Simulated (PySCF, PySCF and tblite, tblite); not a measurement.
**C₈H₁₂BN: a path driven as rotation about a bond, and NMR exchange**

How fast is rotation about a bond in C₈H₁₂BN (`Bc1ccc(N(C)C)cc1`), and when do the exchanging lines merge?

Programs: PySCF 2.14.0 with density-fitted response routines of our own, and tblite 0.8.0. All values are computed, except where a source is named. Atoms count from 0 throughout.

### Step 1. The starting structure

22 atoms, charge 0, multiplicity 1; geometry from: force field or distance geometry start.

Bonds of the start (Å): B0–C1 1.56, B0–H10 1.19, B0–H11 1.19, C1–C2 1.41, C1–C9 1.39, C2–C3 1.39, C2–H12 1.10, C3–C4 1.41, C3–H13 1.08, C4–C8 1.41, C4–N5 1.45, C6–H14 1.11, C6–H15 1.10, C6–H16 1.12, C7–H17 1.12, C7–H18 1.11, C7–H19 1.11, C8–C9 1.41, C8–H20 1.07, C9–H21 1.08, N5–C6 1.47, N5–C7 1.47.

### Step 2. GFN2-xTB relaxation, start minimum

The job: settings as JSON, then the geometry in Å.

```
{"job": {"xc": "GFN2-xTB", "basis": "xTB", "kind": "relax"}, "charge": 0, "multiplicity": 1}
B     -3.972700    -0.509500    -0.015500
C     -2.430400    -0.304200    -0.019400
C     -1.828700     0.630400     0.845000
C     -0.452200     0.819300     0.838600
C      0.377800     0.046400     0.006900
N      1.814500     0.230700     0.001500
C      2.413800     1.471700     0.522600
C      2.713500    -0.812800    -0.509000
C     -0.223300    -0.901700    -0.851700
C     -1.619400    -1.074800    -0.851900
H     -4.483900    -1.303600    -0.733800
H     -4.672400     0.134300     0.700600
H     -2.454100     1.235300     1.516000
H     -0.031600     1.541800     1.523900
H      3.487600     1.554500     0.272000
H      1.898700     2.350500     0.095600
H      2.318100     1.499200     1.635100
H      2.626900    -0.872500    -1.619300
H      2.429100    -1.795500    -0.066800
H      3.773500    -0.620900    -0.243800
H      0.358100    -1.495000    -1.524700
H     -2.053400    -1.804200    -1.522700
```

Run with:

```sh
> OMP_NUM_THREADS=1 python ens_run.py task.json out
```

One launch serves the whole session.

Standard output:

```text
step      E/eV     max force
  0    -744.86722    2.024
  1    -744.99256    0.953
  2    -745.05751    0.558
  3    -745.10451    0.371
  4    -745.11995    0.292
  5    -745.13849    0.226
  6    -745.14741    0.273
  7    -745.15516    0.238
  8    -745.16089    0.143
  9    -745.16492    0.123
 10    -745.16714    0.103
 11    -745.16872    0.081
 12    -745.17010    0.068
 13    -745.17129    0.073
 14    -745.17243    0.078
 15    -745.17377    0.120
 16    -745.17527    0.129
 17    -745.17656    0.089
 18    -745.17756    0.088
 19    -745.17853    0.071
 20    -745.17974    0.107
 21    -745.18113    0.110
 22    -745.18236    0.074
 23    -745.18335    0.081
 24    -745.18433    0.080
 25    -745.18549    0.086
 26    -745.18680    0.074
 27    -745.18815    0.104
 28    -745.18940    0.098
 29    -745.19055    0.083
 30    -745.19171    0.087
 31    -745.19297    0.082
 32    -745.19424    0.113
 33    -745.19533    0.101
 34    -745.19620    0.056
 35    -745.19694    0.060
 36    -745.19759    0.057
 37    -745.19806    0.051
 38    -745.19828    0.033
 39    -745.19837    0.020
 40    -745.19843    0.019
 41    -745.19848    0.019
 42    -745.19851    0.014
 43    -745.19853    0.013
 44    -745.19855    0.014
 45    -745.19858    0.017
 46    -745.19863    0.018
 47    -745.19867    0.017
 48    -745.19871    0.017
 49    -745.19877    0.024
 50    -745.19888    0.028
 51    -745.19902    0.028
 52    -745.19914    0.019
 53    -745.19920    0.011
 54    -745.19922    0.010
 55    -745.19923    0.009
 56    -745.19924    0.007
 57    -745.19925    0.005
 58    -745.19926    0.004
 59    -745.19926    0.003
 60    -745.19926    0.002
```

Wall time 0.4 s (1 thread of Arm Neoverse V2, shared host).

The energy fell by 0.332 eV, and the atoms moved 0.15 Å (root mean square).

### Step 3. Relaxed scan, rotation

The job: settings as JSON, then the geometry in Å.

```
{"job": {"xc": "GFN2-xTB", "basis": "xTB", "coordinate": [["t", [10, 0, 1, 2], 0.25], ["t", [10, 0, 1, 9], 0.25], ["t", [11, 0, 1, 2], 0.25], ["t", [11, 0, 1, 9], 0.25]], "kind": "drive"}, "charge": 0, "multiplicity": 1}
B     -3.943369    -0.503088    -0.013856
C     -2.424546    -0.307993    -0.008515
C     -1.797656     0.685548     0.761909
C     -0.435700     0.868373     0.773467
C      0.409605     0.053906     0.000791
N      1.764884     0.227209     0.004358
C      2.365695     1.395956     0.597065
C      2.644176    -0.755275    -0.578883
C     -0.198843    -0.946214    -0.776620
C     -1.563054    -1.111288    -0.774202
H     -4.428745    -1.341936    -0.672882
H     -4.630530     0.184425     0.640830
H     -2.411875     1.329477     1.376039
H     -0.018102     1.638840     1.402655
H      3.374012     1.519867     0.205988
H      1.795023     2.290343     0.341417
H      2.424614     1.317351     1.689219
H      2.687397    -0.669337    -1.671171
H      2.316415    -1.763725    -0.320572
H      3.649037    -0.618824    -0.183174
H      0.403164    -1.586284    -1.402545
H     -1.992014    -1.887945    -1.392168
```

Standard output:

```text
point  coordinate     E/eV
  0    104.500     -745.18315
  1    119.300     -745.13786
  2    134.200     -745.07082
  3    149.100     -744.99478
  4    164.400     -744.92878
  5    179.800     -744.90197
  6    195.200     -744.92692
  7    210.400     -744.99149
  8    225.400     -745.06465
  9    240.300     -745.13174
 10    255.100     -745.18238
 11    269.800     -745.19751
```

Wall time 1.5 s (1 thread of Arm Neoverse V2, shared host).

The highest point is number 5, 6.5 kcal/mol above the first.

### Step 4. Nudged elastic band, leg 1

The job, as its differences from that of step 3:

```diff
@@ -1,2 +1,2 @@
-{"job": {"xc": "GFN2-xTB", "basis": "xTB", "coordinate": [["t", [10, 0, 1, 2], 0.25], ["t", [10, 0, 1, 9], 0.25], ["t", [11, 0, 1, 2], 0.25], ["t", [11, 0, 1, 9], 0.25]], "kind": "drive"}, "charge": 0, "multiplicity": 1}
+{"job": {"xc": "GFN2-xTB", "basis": "xTB", "kind": "neb"}, "charge": 0, "multiplicity": 1}
 B     -3.943369    -0.503088    -0.013856
```

Standard output:

```text
image   E - E0 / eV
  0       0.0000
  1       0.0811
  2       0.2492
  3       0.2880
  4       0.1123
  5       0.0138
  6      -0.0003
```

Wall time 1.7 s (1 thread of Arm Neoverse V2, shared host); peak memory 0.19 GiB.

The highest point is number 3, 6.6 kcal/mol above the first.

### Step 5. Saddle search, leg 1

The job: settings as JSON, then the geometry in Å.

```
{"job": {"xc": "GFN2-xTB", "basis": "xTB", "kind": "saddle"}, "charge": 0, "multiplicity": 1}
B     -3.955656    -0.505523    -0.012558
C     -2.413484    -0.305643    -0.010659
C     -1.786745     0.586624     0.859903
C     -0.420410     0.778871     0.861636
C      0.411228     0.055197    -0.001658
N      1.774873     0.228342     0.002119
C      2.370096     1.384373     0.619997
C      2.646730    -0.746249    -0.600881
C     -0.206370    -0.854193    -0.868524
C     -1.576888    -1.011779    -0.875757
H     -4.461041    -1.203568     0.781093
H     -4.623481     0.038960    -0.806332
H     -2.390617     1.157010     1.553802
H      0.001855     1.484430     1.559893
H      3.369774     1.535476     0.215170
H      1.779775     2.276094     0.399672
H      2.451049     1.279061     1.709616
H      2.707147    -0.632742    -1.690785
H      2.300383    -1.757228    -0.375936
H      3.649249    -0.636459    -0.189615
H      0.385731    -1.432129    -1.560803
H     -2.013199    -1.718925    -1.569394
```

Standard output:

```text
step      E/eV     max force
  0    -744.91124   0.0599
  1    -744.90445   0.1098
  2    -744.90811   0.0530
  3    -744.90505   0.0574
  4    -744.90502   0.0284
  5    -744.90511   0.0328
  6    -744.90538   0.0141
  7    -744.90549   0.1052
  8    -744.90574   0.0285
  9    -744.90614   0.0327
 10    -744.90660   0.0289
 11    -744.90726   0.0334
 12    -744.90788   0.0513
 13    -744.90856   0.0255
 14    -744.90813   0.1764
 15    -744.90883   0.0260
 16    -744.90918   0.0075
 17    -744.90955   0.0311
 18    -744.90933   0.0057
 19    -744.90956   0.0090
 20    -744.90979   0.0076
 21    -744.91006   0.0086
 22    -744.91029   0.0133
 23    -744.91047   0.0091
 24    -744.91061   0.0301
 25    -744.91056   0.0077
 26    -744.91064   0.0042
 27    -744.91071   0.0093
 28    -744.91073   0.0030
lowest wavenumbers (cm-1): -321.8 36.3 82.4 132.3 151.5 178.7
```

Wall time 8.7 s (1 thread of Arm Neoverse V2, shared host); peak memory 0.2 GiB.

Point group Cs; 1 imaginary mode, 322i cm⁻¹, carried by H10, H11. Steps downhill from it reached both ends.

### Step 6. Shieldings, start: PBE0/pcSseg-1 in water

The job: settings as JSON, then the geometry in Å.

```
{"job": {"kind": "nmr", "xc": "PBE0", "basis": "pcSseg-1", "solvent": "water", "pop": false}, "charge": 0, "multiplicity": 1}
B     -3.943369    -0.503088    -0.013856
C     -2.424546    -0.307993    -0.008515
C     -1.797656     0.685548     0.761909
C     -0.435700     0.868373     0.773467
C      0.409605     0.053906     0.000791
N      1.764884     0.227209     0.004358
C      2.365695     1.395956     0.597065
C      2.644176    -0.755275    -0.578883
C     -0.198843    -0.946214    -0.776620
C     -1.563054    -1.111288    -0.774202
H     -4.428745    -1.341936    -0.672882
H     -4.630530     0.184425     0.640830
H     -2.411875     1.329477     1.376039
H     -0.018102     1.638840     1.402655
H      3.374012     1.519867     0.205988
H      1.795023     2.290343     0.341417
H      2.424614     1.317351     1.689219
H      2.687397    -0.669337    -1.671171
H      2.316415    -1.763725    -0.320572
H      3.649037    -0.618824    -0.183174
H      0.403164    -1.586284    -1.402545
H     -1.992014    -1.887945    -1.392168
```

Standard output:

```text
coarse grid: 18280 points
cycle   1  E = -391.0235230472  dE =  1.526e+00  |g| = 4.231e-01  |ddm| = 4.412e+00
cycle   2  E = -391.0064690264  dE =  1.705e-02  |g| = 5.201e-01  |ddm| = 1.017e+00
cycle   3  E = -391.0751156257  dE = -6.865e-02  |g| = 1.185e-01  |ddm| = 5.741e-01
cycle   4  E = -391.0783705881  dE = -3.255e-03  |g| = 3.519e-02  |ddm| = 1.335e-01
cycle   5  E = -391.0786535899  dE = -2.830e-04  |g| = 9.686e-03  |ddm| = 3.919e-02
cycle   6  E = -391.0786785132  dE = -2.492e-05  |g| = 1.758e-03  |ddm| = 9.241e-03
cycle   7  E = -391.0786791301  dE = -6.170e-07  |g| = 5.819e-04  |ddm| = 1.502e-03
final grid: 176328 points
cycle   8  E = -391.1350706510  dE = -6.258e-05  |g| = 8.826e-03  |ddm| = 5.986e-02
cycle   9  E = -391.1350712694  dE = -6.183e-07  |g| = 8.843e-03  |ddm| = 1.753e-02
cycle  10  E = -391.1350919445  dE = -2.068e-05  |g| = 9.120e-04  |ddm| = 8.628e-03
cycle  11  E = -391.1350921492  dE = -2.048e-07  |g| = 3.827e-04  |ddm| = 1.165e-03
cycle  12  E = -391.1350921785  dE = -2.928e-08  |g| = 1.048e-04  |ddm| = 3.434e-04
cycle  13  E = -391.1350921812  dE = -2.703e-09  |g| = 2.812e-05  |ddm| = 1.216e-04
cycle  14  E = -391.1350921814  dE = -1.985e-10  |g| = 8.221e-06  |ddm| = 3.144e-05
converged SCF energy = -391.1350921814

GIAO shielding tensors (ppm)
atom      isotropic    diamagn.    paramagn.     s11        s22        s33       span
  0 B       35.025     191.332    -156.307    -13.716     -0.300    119.093    132.809
  1 C       49.168     252.409    -203.241    -36.591    -17.654    201.748    238.340
  2 C       36.032     253.566    -217.533    -72.001     18.514    161.583    233.584
  3 C       72.526     257.224    -184.699    -18.304     62.170    173.712    192.016
  4 C       28.322     256.561    -228.239    -40.732    -20.113    145.810    186.542
  5 N      176.721     335.000    -158.278    113.444    188.300    228.421    114.977
  6 C      145.948     245.463     -99.515    121.891    132.083    183.869     61.978
  7 C      145.936     245.469     -99.533    121.794    132.084    183.931     62.137
  8 C       72.501     257.210    -184.709    -18.359     62.154    173.709    192.068
  9 C       35.972     253.590    -217.618    -72.057     18.475    161.498    233.555
 10 H       25.010      29.761      -4.751     19.751     26.874     28.405      8.655
 11 H       25.009      29.764      -4.755     19.753     26.877     28.397      8.644
 12 H       23.480      32.529      -9.049     20.175     22.950     27.316      7.141
 13 H       24.737      34.420      -9.683     19.866     24.076     30.268     10.402
 14 H       28.427      29.006      -0.579     23.223     27.814     34.244     11.021
 15 H       28.506      30.257      -1.751     24.193     26.935     34.391     10.198
 16 H       28.147      29.383      -1.236     24.383     25.021     35.037     10.653
 17 H       28.139      29.382      -1.244     24.362     25.026     35.028     10.666
 18 H       28.513      30.260      -1.747     24.220     26.915     34.403     10.183
 19 H       28.428      29.011      -0.583     23.220     27.824     34.238     11.018
 20 H       24.738      34.424      -9.687     19.869     24.076     30.269     10.400
 21 H       23.480      32.540      -9.060     20.175     22.948     27.317      7.142
```

Wall time 37 s (1 thread of Arm Neoverse V2, shared host); peak memory 1.2 GiB.

Key values: HOMO -5.88 eV, LUMO -1.57 eV; dipole 7.15 D.

### Step 7. Shieldings, saddle of leg 1: PBE0/pcSseg-1 in water

The job: settings as JSON, then the geometry in Å.

```
{"job": {"kind": "nmr", "xc": "PBE0", "basis": "pcSseg-1", "solvent": "water", "pop": false}, "charge": 0, "multiplicity": 1}
B     -3.946950    -0.535125     0.014855
C     -2.409140    -0.304199    -0.017562
C     -1.797331     0.703876     0.727058
C     -0.433210     0.914086     0.705987
C      0.412654     0.120145    -0.077692
N      1.772888     0.355643    -0.144125
C      2.379743     1.240980     0.820672
C      2.627315    -0.636785    -0.751022
C     -0.193255    -0.898458    -0.822929
C     -1.559145    -1.095113    -0.790218
H     -4.419551    -1.262071     0.802548
H     -4.643875     0.016251    -0.748224
H     -2.408919     1.344487     1.348587
H     -0.034071     1.710463     1.312971
H      3.448929     1.303551     0.628546
H      1.965643     2.246111     0.721421
H      2.232919     0.901162     1.854147
H      2.370912    -0.760633    -1.804940
H      2.554993    -1.613363    -0.255042
H      3.661154    -0.301536    -0.699375
H      0.398235    -1.553868    -1.441421
H     -1.979936    -1.895604    -1.384241
```

Standard output:

```text
coarse grid: 18280 points
cycle   1  E = -391.0076155394  dE =  1.522e+00  |g| = 4.044e-01  |ddm| = 4.425e+00
cycle   2  E = -391.0065051259  dE =  1.110e-03  |g| = 4.323e-01  |ddm| = 9.453e-01
cycle   3  E = -391.0535309555  dE = -4.703e-02  |g| = 8.568e-02  |ddm| = 4.826e-01
cycle   4  E = -391.0550266523  dE = -1.496e-03  |g| = 3.808e-02  |ddm| = 1.150e-01
cycle   5  E = -391.0553914694  dE = -3.648e-04  |g| = 5.767e-03  |ddm| = 4.432e-02
cycle   6  E = -391.0553997108  dE = -8.241e-06  |g| = 1.649e-03  |ddm| = 6.549e-03
final grid: 176328 points
cycle   7  E = -391.1123675941  dE = -6.007e-05  |g| = 8.316e-03  |ddm| = 5.869e-02
cycle   8  E = -391.1123689987  dE = -1.405e-06  |g| = 8.176e-03  |ddm| = 1.781e-02
cycle   9  E = -391.1123863737  dE = -1.737e-05  |g| = 5.246e-04  |ddm| = 8.211e-03
cycle  10  E = -391.1123864338  dE = -6.011e-08  |g| = 2.508e-04  |ddm| = 7.595e-04
cycle  11  E = -391.1123864488  dE = -1.502e-08  |g| = 8.849e-05  |ddm| = 3.023e-04
cycle  12  E = -391.1123864508  dE = -1.916e-09  |g| = 2.186e-05  |ddm| = 1.034e-04
cycle  13  E = -391.1123864509  dE = -1.152e-10  |g| = 4.999e-06  |ddm| = 2.391e-05
converged SCF energy = -391.1123864509

GIAO shielding tensors (ppm)
atom      isotropic    diamagn.    paramagn.     s11        s22        s33       span
  0 B        9.395     191.356    -181.961    -56.977    -45.996    131.159    188.137
  1 C       48.101     257.720    -209.620    -44.958     22.819    166.441    211.399
  2 C       60.427     253.108    -192.681    -48.030     41.998    187.313    235.343
  3 C       72.715     256.621    -183.906    -22.029     60.082    180.091    202.121
  4 C       34.563     256.542    -221.979    -37.622     -7.243    148.555    186.177
  5 N      197.672     332.444    -134.772    147.117    186.327    259.572    112.455
  6 C      145.036     246.015    -100.979    119.732    132.452    182.923     63.191
  7 C      144.998     246.034    -101.037    119.556    132.451    182.986     63.430
  8 C       72.676     256.602    -183.926    -22.102     60.035    180.095    202.197
  9 C       60.419     253.115    -192.696    -48.058     41.998    187.317    235.375
 10 H       23.035      28.636      -5.602     15.322     26.140     27.643     12.321
 11 H       23.001      28.578      -5.577     15.294     26.065     27.642     12.348
 12 H       24.522      31.583      -7.061     20.885     24.710     27.971      7.085
 13 H       24.686      34.474      -9.789     19.801     23.970     30.287     10.486
 14 H       28.615      29.570      -0.955     23.459     27.998     34.387     10.928
 15 H       28.202      30.176      -1.974     23.590     26.127     34.888     11.298
 16 H       28.808      30.190      -1.382     25.325     25.719     35.380     10.054
 17 H       28.191      30.163      -1.972     23.594     26.084     34.897     11.303
 18 H       28.816      30.205      -1.389     25.332     25.750     35.366     10.034
 19 H       28.615      29.578      -0.963     23.456     28.009     34.379     10.923
 20 H       24.685      34.471      -9.786     19.801     23.966     30.289     10.488
 21 H       24.522      31.583      -7.062     20.886     24.708     27.971      7.084
```

It took 36 s on 1 thread of Arm Neoverse V2, shared host; peak memory 1.2 GiB.

In short: HOMO -5.52 eV, LUMO -1.52 eV; dipole 3.12 D.

### Step 8. Barriers, rates and exchange

The job: settings as JSON, then the geometry in Å.

```
{"job": {"smiles": "Bc1ccc(N(C)C)cc1", "charge": 0, "mult": 1, "motion": "rotation", "what": "aryl or vinyl borane", "atoms": [0, 1], "drives": [{"terms": [["t", [10, 0, 1, 2], 0.25], ["t", [10, 0, 1, 9], 0.25], ["t", [11, 0, 1, 2], 0.25], ["t", [11, 0, 1, 9], 0.25]], "by": 180, "n": 12}], "study": "path", "level": {"kind": "nmr", "xc": "PBE0", "basis": "pcSseg-1", "solvent": "water"}, "fields": [250, 300, 700], "first": 4, "seed": 867, "kind": "path"}, "charge": 0, "multiplicity": 1}
B     -3.943369    -0.503088    -0.013856
C     -2.424546    -0.307993    -0.008515
C     -1.797656     0.685548     0.761909
C     -0.435700     0.868373     0.773467
C      0.409605     0.053906     0.000791
N      1.764884     0.227209     0.004358
C      2.365695     1.395956     0.597065
C      2.644176    -0.755275    -0.578883
C     -0.198843    -0.946214    -0.776620
C     -1.563054    -1.111288    -0.774202
H     -4.428745    -1.341936    -0.672882
H     -4.630530     0.184425     0.640830
H     -2.411875     1.329477     1.376039
H     -0.018102     1.638840     1.402655
H      3.374012     1.519867     0.205988
H      1.795023     2.290343     0.341417
H      2.424614     1.317351     1.689219
H      2.687397    -0.669337    -1.671171
H      2.316415    -1.763725    -0.320572
H      3.649037    -0.618824    -0.183174
H      0.403164    -1.586284    -1.402545
H     -1.992014    -1.887945    -1.392168
```

Standard output:

```text
stationary points (kcal/mol above the start)
  n  kind          group   xTB      DFT    lowest mode
  0  minimum      C2       0.00     0.00      37.3
  1  saddle       Cs       6.65    14.25    -321.8
  2  minimum      C2      -0.01     0.00      26.1

GFN2-xTB energies: T/K, barrier G, reaction G (kcal/mol), k forward, k back (1/s)
 150.00     6.06    -0.05   9.41e+03   8.08e+03
 200.00     6.11    -0.06   1.78e+06   1.54e+06
 250.00     6.17    -0.07   4.23e+07    3.7e+07
 298.15     6.24    -0.07   3.33e+08   2.94e+08
 350.00     6.32    -0.08   1.65e+09   1.47e+09
 400.00     6.41    -0.09   5.25e+09   4.69e+09
 500.00     6.61    -0.10   2.69e+10   2.43e+10

PBE0/pcSseg-1 + D3(BJ), IEF-PCM water energies: T/K, barrier G, reaction G (kcal/mol), k forward, k back (1/s)
 150.00    13.65    -0.04   7.98e-08   6.99e-08
 200.00    13.70    -0.05    0.00882    0.00777
 250.00    13.77    -0.06       9.63       8.53
 298.15    13.84    -0.07        897        799
 350.00    13.92    -0.08   2.97e+04   2.66e+04
 400.00    14.01    -0.08    3.7e+05   3.33e+05
 500.00    14.21    -0.09   1.28e+07   1.17e+07
```

Wall time 89 s (1 thread of Arm Neoverse V2, shared host); peak memory 1.2 GiB. This counts the whole study up to here.

Barriers by level (kcal/mol; entropies in cal/(mol K)). Zero-point and thermal terms come from xTB in every row. ΔG‡ leaves symmetry out; the rate counts equivalent paths (a factor of 2); effective ΔG‡, where given, is the barrier that would give that rate by Eyring's equation alone:

```csv
level,ΔE‡,with zero-point,ΔH‡,ΔS‡,ΔG‡ (298 K),ΔE of reaction,k at 298 K (1/s),effective ΔG‡
GFN2-xTB,6.65,5.97,5.66,-1.9,6.24,-0.01,3.3e+08,5.83
"PBE0/pcSseg-1 + D3(BJ), IEF-PCM water",14.25,13.57,13.26,-1.9,13.84,0.00,9e+02,13.43
```

### Step 9. Outcome

```
                                       quantity                               value
barrier (PBE0/pcSseg-1 + D3(BJ), IEF-PCM water)  ΔE‡ 14.2, ΔG‡(298 K) 13.8 kcal/mol
                             barrier (GFN2-xTB)                    ΔE‡ 6.7 kcal/mol
                                  rate at 298 K                           9e+02 s⁻¹
                                end of the path   the start, renumbered or mirrored
```

The barrier is 14.2 kcal/mol at the DFT level (xTB: 6.7); with thermal terms and the count of paths the DFT value gives a rate of 9e+02 s⁻¹ at 298 K. An error of 1.4 kcal/mol changes that rate tenfold. No two sites that the motion interchanges differ enough in shielding to show exchange.
